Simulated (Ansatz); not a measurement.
# CoBrO: the cost of one run

Program: Ansatz 0.2.0. Level of theory: reference: DFT PBEsol, plane waves, PAW, scalar-relativistic, no spin polarisation. These are calculated values, not measurements.

## 1. The structure to begin with

It takes space group Pmmn (No. 59, orthorhombic). Conventional cell: a = 3.396 Å, b = 3.688 Å, c = 8.305 Å, α = 90.00°, β = 90.00°, γ = 90.00°. Co (site symmetry mm2) is surrounded by 4 O at 1.90 to 2.19 Å and 2 Br at 2.48 Å. Around O (site symmetry mm2) lie 4 Co at 1.90 to 2.19 Å. Br (site symmetry mm2) has 2 Co at 2.48 Å as nearest neighbours.

As a file:

```
Co O Br
1.0
     3.68766    0.00000    0.00000
     0.00000    3.39553    0.00000
     0.00000    0.00000    8.30527
Co O Br
2 2 2
Direct
  0.25000 0.75000 0.11080
  0.75000 0.25000 0.88920
  0.25000 0.25000 0.94500
  0.75000 0.75000 0.05500
  0.25000 0.25000 0.32800
  0.75000 0.75000 0.67200
```

## 2. Baseline

input.yaml reads:

```yaml
crystal:
  lattice:
    - [3.68766108, 0.0, 0.0]
    - [0.0, 3.39553027, 0.0]
    - [0.0, 0.0, 8.30526987]
  atoms:
    - { symbol: Co, position: [0.25, 0.75, 0.1108] }
    - { symbol: Co, position: [0.75, 0.25, 0.8892] }
    - { symbol: O, position: [0.25, 0.25, 0.945] }
    - { symbol: O, position: [0.75, 0.75, 0.055] }
    - { symbol: Br, position: [0.25, 0.25, 0.328] }
    - { symbol: Br, position: [0.75, 0.75, 0.672] }
  symmetry: { tolerance: 0.0003 }
kpoints:
  mp_grid: { grid: [5, 5, 2], shift: [0, 0, 0] }
magnetization:
  spin_polarized: false
scf:
  occupations: { method: fermi_dirac }
hamiltonian:
  pseudopotentials: { kind: paw }
  xc: pbesol
basis:
  ecutwfc: 420
output:
  forces: true
  stress: true
  eigenvalues: true
```

Started as:

```
ansatz run input.yaml --threads 1 --pin off --max-ram 2560MiB --backend cpu --events-out ev --progress --plain --runs-dir out
```

**Question.** How long does this run take on 1 thread of Arm Neoverse V2, shared host, and how much memory does it need?

About 4.5 s, with a peak of 0.43 GiB.
